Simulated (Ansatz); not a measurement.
Write a Python script for the Ansatz DFT code, driven from Python that makes a phonon calculation by linear response of Os, space group Fm-3m. Settings: LDA, PAW, cutoff 435 eV, 14×14×14 k-points, cold smearing of 0.1 eV.

```
Os
1.0
     0.00000    1.94500    1.94500
     1.94500    0.00000    1.94500
     1.94500    1.94500    0.00000
Os
1
Cartesian
  0.0000 0.0000 0.0000
```

`run_dfpt.py`
```python
from pathlib import Path

import ansatz as az
import numpy as np
from pymatgen.core import Lattice, Structure
from pymatgen.io.ase import AseAtomsAdaptor

pmg_structure = Structure(
    Lattice([(0.0, 1.945, 1.945), (1.945, 0.0, 1.945), (1.945, 1.945, 0.0)]),
    ["Os"],
    [
        (0.0, 0.0, 0.0),
    ],
)
structure = az.Crystal.from_ase(AseAtomsAdaptor.get_atoms(pmg_structure))

setup = (
    structure.calculation()
    .functional("lda")
    .basis(16 * az.Ha)
    .occupations(az.OccupationsMethod.COLD, width=0.1)
    .kpoints(14, 14, 14)
    .phonons("dfpt", points=[(0, 0, 0), (0.5, 0, 0.5), (0, 0, 0.5)])
)
res = setup.run(threads=1, runs_dir="runs")
ph = res.phonons

for q in ph.qpoints:
    thz = np.asarray(q.omega_inv_cm) / 33.35641
    print("q = ({:.2f}, {:.2f}, {:.2f})".format(*q.q_frac), np.round(thz, 2) + 0.0, "THz")
```

```console
$ python run_dfpt.py
q = (0.00, 0.00, 0.00) [0. 0. 0.] THz
q = (0.50, 0.00, 0.50) [2.71 2.71 2.8 ] THz
q = (0.00, 0.00, 0.50) [2.67 2.67 3.76] THz
```

Reading the output:
- The cell isn't relaxed first, so the values belong to this volume.
- Spin-orbit coupling, which matters for elements this heavy, is left out.
- This isn't the structure that Os takes at ambient conditions.
- The structure is taken as given; imaginary modes can come from an unrelaxed or unstable start. Phonons of metals also depend on mesh and smearing.
- The whole script took 13 s on 1 thread of AMD EPYC 9R45 96-Core Processor (Zen 5) (shared host), peak memory 0.77 GiB.

(Lines on the test bed's own set-up are left out of the output.)
